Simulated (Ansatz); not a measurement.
CdS, space group F-43m, a calculation of the dielectric tensor and Born charges

With Ansatz 0.2.0 through its Python package.

The cells in order, each with its output:

**Cell 1**
```python
import warnings

import ansatz as az
import numpy as np
```

**Cell 2**
```python
SETTINGS = {
    'xc': 'lda',
    'mesh': (4, 4, 4),
    'mixing_beta': 0.6,
    'scf_tol': 1e-09,
    'filling': 'fixed',
}

warnings.simplefilter('ignore', az.DeckWarning)
```

**Cell 3**
```python
lattice = az.Lattice.of(
    (0.0, 2.9165, 2.9165),
    (2.9165, 0.0, 2.9165),
    (2.9165, 2.9165, 0.0),
)
sites = [
    ('Cd', (0.0, 0.0, 0.0)),
    ('S', (0.25, 0.25, 0.25)),
]
xtal = az.Crystal(lattice=lattice)
for symbol, position in sites:
    xtal = xtal.atom(symbol, position)
```

**Cell 4**
```python
len(xtal.resolved().sites)
```
Output:
```text
2
```

**Cell 5**
```python
# an insulator: whole occupations
calc = (
    xtal.calculation()
    .functional(SETTINGS['xc'])
    .kpoints(mesh=SETTINGS['mesh'], shift=0.5)
    .mixing('msr1', ndim=4, beta=SETTINGS['mixing_beta'])
    .scf(tolerance=SETTINGS['scf_tol'])
    .occupations(SETTINGS['filling'])
    .dielectric()
)
result = calc.run()
response = result.dielectric
eps = np.asarray(response.eps_inf)
```

**Cell 6**
```python
print(f'mean eps_inf {np.trace(eps) / 3:.3f}, fraction of exact exchange 1/eps = {3 / np.trace(eps):.3f}')
print(np.array2string(eps, precision=3, suppress_small=True))
for site, z in zip(result.lattice.sites, response.zstar_e):
    print(f'{site.symbol:2s} Z* trace/3 = {np.trace(z) / 3:+.3f} e')
print(f'charge neutrality missed by {response.zstar_sum_residual_pre_e:.4f} e before the sum rule')
```
Output:
```text
mean eps_inf 6.727, fraction of exact exchange 1/eps = 0.149
[[ 6.727 -0.    -0.   ]
 [-0.     6.727  0.   ]
 [-0.     0.     6.727]]
Cd Z* trace/3 = +2.182 e
S  Z* trace/3 = -2.182 e
charge neutrality missed by 0.0009 e before the sum rule
```

The settings weren't tested for convergence. Under fixed occupations the level called the Fermi level is the highest filled one on the SCF mesh; off the mesh a filled band can lie a little above it. The k-point mesh is coarse, and energy and stress weren't tested for convergence. The mesh has less symmetry than the crystal, which the program warned of. Pressure is positive in compression. The starting cell is as deposited in a crystallographic database; the results hold for this polymorph, which needn't be the stable one. This is the electronic (clamped-ion) response; a semilocal gap that is too small tends to raise it. The typed mesh is that of the SCF; the response is solved on denser meshes that the run picks. The script silences the warnings on its input, which a real study should read. Run time: 16 s on 1 thread of Intel(R) Xeon(R) Platinum 8488C (Sapphire Rapids), with other jobs on the host, peak memory 0.49 GiB.
